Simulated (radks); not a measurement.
# Tm⁴⁺ in [Kr] 4d10 4f11 5s2 5p5 5f1: an all-electron calculation

What are the levels of the thulium ion Tm4+, how large are its shells, and how does its energy divide?

The numbers are computed with radks (a radial shooting solver on a logarithmic mesh, Libxc functionals) version 1 (scalar-relativistic Kohn-Sham, r2SCAN, spin-polarised, spherical densities, finite nucleus; open shells are filled with parallel spins first), except any that are marked as measured or tabulated.

### Step 1. Starting point

- element: thulium (Z = 69)
- charge: +4
- electrons: 65
- configuration: [Kr] 4d10 4f11 5s2 5p5 5f1
- nuclear rms radius: 5.2256 fm

The outer shells:

Tm⁴⁺
```
[Kr] core
4d [↑↓][↑↓][↑↓][↑↓][↑↓]
4f [↑↓][↑↓][↑↓][↑↓][↑ ][↑ ][↑ ]
5s [↑↓]
5p [↑↓][↑↓][↑ ]
5f [↑ ][  ][  ][  ][  ][  ][  ]
```

### Step 2. Self-consistent calculation

The run's settings:

```text
Z 69
configuration [Kr] 4d10 4f11 5s2 5p5 5f1 6s0 5d0
relativity scalar-relativistic
functional r2scan,r2scan
spin polarised
nucleus finite rms 5.2256 fm
c 137.035999084
```

**Question.** What will this run give?

**Answer**, as computed:

| quantity | value |
| --- | --- |
| total energy | -13562.0252 hartree |
| exchange-correlation share of it | 2.09 % |
| −T/E | 1.0868 |
| highest occupied level | 5f up, -18.984 eV |
| most extended occupied level | 5f up, <r> = 3.41 bohr |
| radius at density 0.001 e/bohr³ | 4.23 bohr |
| maxima of the radial density | 4 |

What this shows: The radial density shows 4 maxima for 5 occupied principal shells; where shells overlap, one shows as a shoulder or not at all. Relativity lifts −T/E to 1.087. This is not the tabulated ground configuration, so its levels and sizes aren't those of the ground state, and no measured value stands beside it.
